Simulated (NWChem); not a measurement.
# GaBrClF (SMILES [F][Ga]([Cl])[Br]) at CAM-B3LYP-D3(BJ)/SBKJC-VDZ (core potential)

What is the adiabatic singlet–triplet gap of GaBrClF at CAM-B3LYP-D3(BJ)/SBKJC-VDZ (core potential)? 

Program for the calculation: NWChem 7.3.0.

## (1) The molecule

GaBrClF: 4 atoms, total charge 0, spin state singlet. As SMILES, `[F][Ga]([Cl])[Br]`. All atoms were displaced at random from a relaxed shape. The run starts from this shape.

Bond lengths: F1–Ga2 1.649 Å, Ga2–Cl3 2.149 Å, Ga2–Br4 2.272 Å. Angles: F1–Ga2–Cl3 118.6°, F1–Ga2–Br4 121.2°, Cl3–Ga2–Br4 120.2°.

## (2) A geometry optimisation at CAM-B3LYP-D3(BJ)/SBKJC-VDZ (core potential)

Contents of geom.nw:

```
start geom
title "BrClFGa"
memory total 2200 mb

geometry noautosym
   F     -1.148736    -0.606775     1.220050
   Ga    -0.076372    -0.058666     0.093043
   Cl     1.993970    -0.598106     0.296535
   Br    -0.756417     1.233222    -1.648313
end

basis "ao basis" spherical bse
   * library SBKJC-VDZ
end

ecp bse
   F library SBKJC-VDZ
   Ga library SBKJC-VDZ
   Cl library SBKJC-VDZ
   Br library SBKJC-VDZ
end

dft
   xc xcamb88 1.00 lyp 0.81 vwn_5 0.19 hfexch 1.00
   cam 0.33 cam_alpha 0.19 cam_beta 0.46
   mult 1
   disp vdw 4
   grid xfine
   direct
   iterations 150
   noprint "final vectors analysis"
end

driver
   maxiter 30
   xyz geom
end

task dft optimize
```

On the command line:

```bash
nwchem geom.nw > geom.out
```

The program printed:

```text
Northwest Computational Chemistry Package (NWChem) 7.3.0
             --------------------------------------------------------

           Job information
           ---------------

    nwchem branch   = 7.3.0
    use scalapack   = T
    input           = geom.nw
    prefix          = geom.
    data base       = ./geom.db
    status          = startup
    nproc           =        1

           Memory information
           ------------------

    heap     =     72089594 doubles =      550.0 Mbytes
    stack    =     72089599 doubles =      550.0 Mbytes
    global   =    144179200 doubles =     1100.0 Mbytes (distinct from heap & stack)
    total    =    288358393 doubles =     2200.0 Mbytes
    verify   = yes
    hardfail = no

           Directory information
           ---------------------

  0 permanent = .
  0 scratch   = .

                                NWChem Input Module
                                -------------------

                                      BrClFGa
                                      -------

 Scaling coordinates for geometry "geometry" by  1.889725989
 (inverse scale =  0.529177249)

          ------
          auto-z
          ------
  Looking for out-of-plane bends
  no constraints, skipping    0.0000000000000000
  no constraints, skipping    0.0000000000000000

                             Geometry "geometry" -> ""
                             -------------------------

 Output coordinates in angstroms (scale by  1.889725989 to convert to a.u.)

  No.       Tag          Charge          X              Y              Z
 ---- ---------------- ---------- -------------- -------------- --------------
    1 F                    9.0000    -1.09130925    -0.88628964     1.64162692
    2 Ga                  31.0000    -0.01894525    -0.33818064     0.51461992
    3 Cl                  17.0000     2.05139675    -0.87762064     0.71811192
    4 Br                  35.0000    -0.69899025     0.95370736    -1.22673608

      Atomic Mass
      -----------

      F                 18.998400
      Ga                68.925700
      Cl                34.968850
      Br                79.916500

 Effective nuclear repulsion energy (a.u.)     627.3717142910

            Nuclear Dipole moment (a.u.)
            ----------------------------
        X                 Y               Z
 ---------------- ---------------- ----------------
     0.0000000000     0.0000000000     0.0000000000

                                Z-matrix (autoz)
                                --------

 Units are Angstrom for bonds and degrees for angles

      Type          Name      I     J     K     L     M      Value
      ----------- --------  ----- ----- ----- ----- ----- ----------
    1 Stretch                  1     2                       1.64940
    2 Stretch                  2     3                       2.14912
    3 Stretch                  2     4                       2.27239
    4 Bend                     1     2     3               118.56870
    5 Bend                     1     2     4               121.19551
    6 Bend                     3     2     4               120.23537
    7 Torsion                  1     2     3     4         179.76845
    8 Torsion                  1     2     4     3        -179.76226
    9 Torsion                  3     2     1     4        -179.76613
   10 Torsion                  1     4     2     3         179.76226
   11 Torsion                  3     1     2     4         179.76613
   12 Torsion                  1     3     2     4        -179.76845

            XYZ format geometry
            -------------------
     4
 geometry
 F                    -1.09130925    -0.88628964     1.64162692
 Ga                   -0.01894525    -0.33818064     0.51461992
 Cl                    2.05139675    -0.87762064     0.71811192
 Br                   -0.69899025     0.95370736    -1.22673608

 ==============================================================================
                                internuclear distances
 ------------------------------------------------------------------------------
       center one      |      center two      | atomic units |  angstroms
 ------------------------------------------------------------------------------
    2 Ga               |   1 F                |     3.11692  |     1.64940
    3 Cl               |   2 Ga               |     4.06125  |     2.14912
    4 Br               |   2 Ga               |     4.29419  |     2.27239
 ------------------------------------------------------------------------------
                         number of included internuclear distances:          3
 ==============================================================================

 ==============================================================================
                                 internuclear angles
 ------------------------------------------------------------------------------
        center 1       |       center 2       |       center 3       |  degrees
 ------------------------------------------------------------------------------
    1 F                |   2 Ga               |   3 Cl               |   118.57
    1 F                |   2 Ga               |   4 Br               |   121.20
    3 Cl               |   2 Ga               |   4 Br               |   120.24
 ------------------------------------------------------------------------------
                            number of included internuclear angles:          3
 ==============================================================================

[... 126 lines left out ...]
          Convergence on density requested:  1.00D-05
[... 31 lines left out ...]
          Convergence Information
[... 59 lines left out ...]
   convergence    iter        energy       DeltaE   RMS-Dens  Diis-err    time
[... 15 lines left out ...]
           Coulomb energy =      408.055696818023
[... 45 lines left out ...]
          Convergence on energy requested:  1.00D-06
[... 30 lines left out ...]
          Spatial weights used:  Erf1
[... 4 lines left out ...]
          total energy or number of iterations.
[... 107 lines left out ...]
          Convergence on energy requested:  1.00D-06
[... 30 lines left out ...]
          Spatial weights used:  Erf1
[... 4 lines left out ...]
          total energy or number of iterations.
[... 53 lines left out ...]
      One electron energy =     -821.537077748418
[... 2 lines left out ...]
 Nuclear repulsion energy =      137.676735349234
[... 66 lines left out ...]
            Nuclear Dipole moment (a.u.)
[... 39 lines left out ...]
          Convergence on gradient requested:  5.00D-04
[... 32 lines left out ...]
          Convergence aids based upon iterative change in
[... 52 lines left out ...]
         Total DFT energy =     -310.831833668145
[... 2 lines left out ...]
    Exchange-Corr. energy =      -32.913582781452
[... 45 lines left out ...]
          Convergence on density requested:  1.00D-05
[... 31 lines left out ...]
          Convergence Information
[... 54 lines left out ...]
@    1    -310.83183367 -5.8D-03  0.00604  0.00199  0.03776  0.07510     47.0
[... 57 lines left out ...]
          Convergence on gradient requested:  5.00D-04
[... 32 lines left out ...]
          Convergence aids based upon iterative change in
[... 52 lines left out ...]
         Total DFT energy =     -310.831974560299
[... 2 lines left out ...]
    Exchange-Corr. energy =      -32.911512408510
[... 31 lines left out ...]
 new step= 1.82                   predicted energy=   -310.832011
[... 74 lines left out ...]
          Convergence on density requested:  1.00D-05
[... 31 lines left out ...]
          Convergence Information
[... 46 lines left out ...]
   convergence    iter        energy       DeltaE   RMS-Dens  Diis-err    time
[... 9 lines left out ...]
           Coulomb energy =      405.189403909245
[... 45 lines left out ...]
          Convergence on energy requested:  1.00D-06
[... 30 lines left out ...]
          Spatial weights used:  Erf1
[... 4 lines left out ...]
          total energy or number of iterations.
[... 108 lines left out ...]
          Convergence on density requested:  1.00D-05
[... 31 lines left out ...]
          Convergence Information
[... 46 lines left out ...]
   convergence    iter        energy       DeltaE   RMS-Dens  Diis-err    time
[... 9 lines left out ...]
           Coulomb energy =      405.287123407387
[... 31 lines left out ...]
     step= 1.00 grad=-4.2D-05 hess= 7.2D-06 energy=   -310.832048 mode=downhill
[... 74 lines left out ...]
          Convergence on energy requested:  1.00D-06
[... 30 lines left out ...]
          Spatial weights used:  Erf1
[... 4 lines left out ...]
          total energy or number of iterations.
[... 52 lines left out ...]
      One electron energy =     -820.558433166267
[... 2 lines left out ...]
 Nuclear repulsion energy =      137.167307948000
[... 45 lines left out ...]
          Convergence on gradient requested:  5.00D-04
[... 32 lines left out ...]
          Convergence aids based upon iterative change in
[... 104 lines left out ...]
          Convergence on energy requested:  1.00D-06
[... 30 lines left out ...]
          Spatial weights used:  Erf1
[... 4 lines left out ...]
          total energy or number of iterations.
[... 50 lines left out ...]
      One electron energy =     -820.557497158104
[... 2 lines left out ...]
 Nuclear repulsion energy =      137.167329727338
[... 61 lines left out ...]
            Nuclear Dipole moment (a.u.)
[... 38 lines left out ...]
          Convergence on energy requested:  1.00D-06
[... 30 lines left out ...]
          Spatial weights used:  Erf1
[... 4 lines left out ...]
          total energy or number of iterations.
[... 5 lines left out ...]
                    Damping( 0%)  Levelshifting(0.5)       DIIS
                  --------------- ------------------- ---------------
          dE  on:    start            ASAP                start
          dE off:    2 iters        150 iters           150 iters

      Screening Tolerance Information
      -------------------------------
          Density screening/tol_rho:  1.00D-10
          AO Gaussian exp screening on grid/accAOfunc:  14
          CD Gaussian exp screening on grid/accCDfunc:  20
          XC Gaussian exp screening on grid/accXCfunc:  20
          Schwarz screening/accCoul:  1.00D-08

  int_init: cando_txs set to always be  F
  intd_init: cando_txs set to always be  F

                            NWChem DFT Gradient Module
                            --------------------------

                                      BrClFGa

  charge          =   0.00
  wavefunction    = closed shell

  int_init: cando_txs set to always be  F
  intd_init: cando_txs set to always be  F

                         DFT ENERGY GRADIENTS

    atom               coordinates                        gradient
                 x          y          z           x          y          z
   1 F      -2.120126  -1.694544   3.149992    0.000019  -0.000024   0.000004
   2 Ga      0.041494  -0.607782   0.898929    0.000109   0.000053  -0.000041
   3 Cl      3.906835  -1.686592   1.391818   -0.000198   0.000052  -0.000042
   4 Br     -1.370602   1.818787  -2.327182    0.000071  -0.000081   0.000079

                 ----------------------------------------
                 |  Time  |  1-e(secs)   |  2-e(secs)   |
                 ----------------------------------------
                 |  CPU   |       0.17   |       4.46   |
                 ----------------------------------------
                 |  WALL  |       0.17   |       4.46   |
                 ----------------------------------------
  no constraints, skipping    0.0000000000000000

  ---- ---------------- -------- -------- -------- -------- -------- --------
@    4    -310.83207452 -7.4D-07  0.00021  0.00007  0.00058  0.00104    107.7
                                     ok       ok       ok       ok

                                Z-matrix (autoz)
                                --------

 Units are Angstrom for bonds and degrees for angles

      Type          Name      I     J     K     L     M      Value     Gradient
      ----------- --------  ----- ----- ----- ----- ----- ---------- ----------
    1 Stretch                  1     2                       1.74876   -0.00000
    2 Stretch                  2     3                       2.13958   -0.00021
    3 Stretch                  2     4                       2.26313   -0.00013
[... 8 lines of this table left out ...]
   12 Torsion                  1     3     2     4        -179.93382    0.00000

      ----------------------
      Optimization converged
      ----------------------

  ---- ---------------- -------- -------- -------- -------- -------- --------
@    4    -310.83207452 -7.4D-07  0.00021  0.00007  0.00058  0.00104    107.7
                                     ok       ok       ok       ok

                                Z-matrix (autoz)
                                --------

 Units are Angstrom for bonds and degrees for angles

      Type          Name      I     J     K     L     M      Value     Gradient
      ----------- --------  ----- ----- ----- ----- ----- ---------- ----------
    1 Stretch                  1     2                       1.74876   -0.00000
    2 Stretch                  2     3                       2.13958   -0.00021
    3 Stretch                  2     4                       2.26313   -0.00013
[... 8 lines of this table left out ...]
   12 Torsion                  1     3     2     4        -179.93382    0.00000

                         Geometry "geometry" -> "geometry"
                         ---------------------------------

 Output coordinates in angstroms (scale by  1.889725989 to convert to a.u.)

  No.       Tag          Charge          X              Y              Z
 ---- ---------------- ---------- -------------- -------------- --------------
    1 F                    9.0000    -1.12192243    -0.89671395     1.66690389
    2 Ga                  31.0000     0.02195776    -0.32162441     0.47569256
    3 Cl                  17.0000     2.06740810    -0.89250595     0.73651822
    4 Br                  35.0000    -0.72529143     0.96246074    -1.23149197

      Atomic Mass
      -----------

      F                 18.998400
      Ga                68.925700
      Cl                34.968850
      Br                79.916500

 Effective nuclear repulsion energy (a.u.)     621.9206307416

            Nuclear Dipole moment (a.u.)
            ----------------------------
        X                 Y               Z
 ---------------- ---------------- ----------------
     0.6503045664     0.8933537426    -1.5737731339

                Final and change from initial internal coordinates
                --------------------------------------------------

                                Z-matrix (autoz)
                                --------

 Units are Angstrom for bonds and degrees for angles

      Type          Name      I     J     K     L     M      Value       Change
      ----------- --------  ----- ----- ----- ----- ----- ---------- ----------
    1 Stretch                  1     2                       1.74876    0.09936
    2 Stretch                  2     3                       2.13958   -0.00954
    3 Stretch                  2     4                       2.26313   -0.00926
[... 8 lines of this table left out ...]
   12 Torsion                  1     3     2     4        -179.93382   -0.16537

 ==============================================================================
                                internuclear distances
 ------------------------------------------------------------------------------
       center one      |      center two      | atomic units |  angstroms
 ------------------------------------------------------------------------------
    2 Ga               |   1 F                |     3.30468  |     1.74876
    3 Cl               |   2 Ga               |     4.04322  |     2.13958
    4 Br               |   2 Ga               |     4.27669  |     2.26313
 ------------------------------------------------------------------------------
                         number of included internuclear distances:          3
 ==============================================================================

 ==============================================================================
                                 internuclear angles
 ------------------------------------------------------------------------------
        center 1       |       center 2       |       center 3       |  degrees
 ------------------------------------------------------------------------------
    1 F                |   2 Ga               |   3 Cl               |   117.04
    1 F                |   2 Ga               |   4 Br               |   118.98
    3 Cl               |   2 Ga               |   4 Br               |   123.99
 ------------------------------------------------------------------------------
                            number of included internuclear angles:          3
 ==============================================================================

 Task  times  cpu:      107.7s     wall:      107.7s
 Total times  cpu:      107.7s     wall:      107.7s
```

Wall time 1.8 min (1 thread of Intel Xeon Platinum 8375C at 2.90GHz (Ice Lake), shared host); peak memory 0.15 GiB.

Step by step:

```csv
step,energy from the first frame kept (eV)
0,0.0000
1,-0.1570
2,-0.1618
3,-0.1635
4,-0.1635
```

After the run. Bond lengths: F1–Ga2 1.749 Å, Ga2–Cl3 2.140 Å, Ga2–Br4 2.263 Å. Angles: F1–Ga2–Cl3 117.0°, F1–Ga2–Br4 119.0°, Cl3–Ga2–Br4 124.0°.

[end of part 1 of 2]
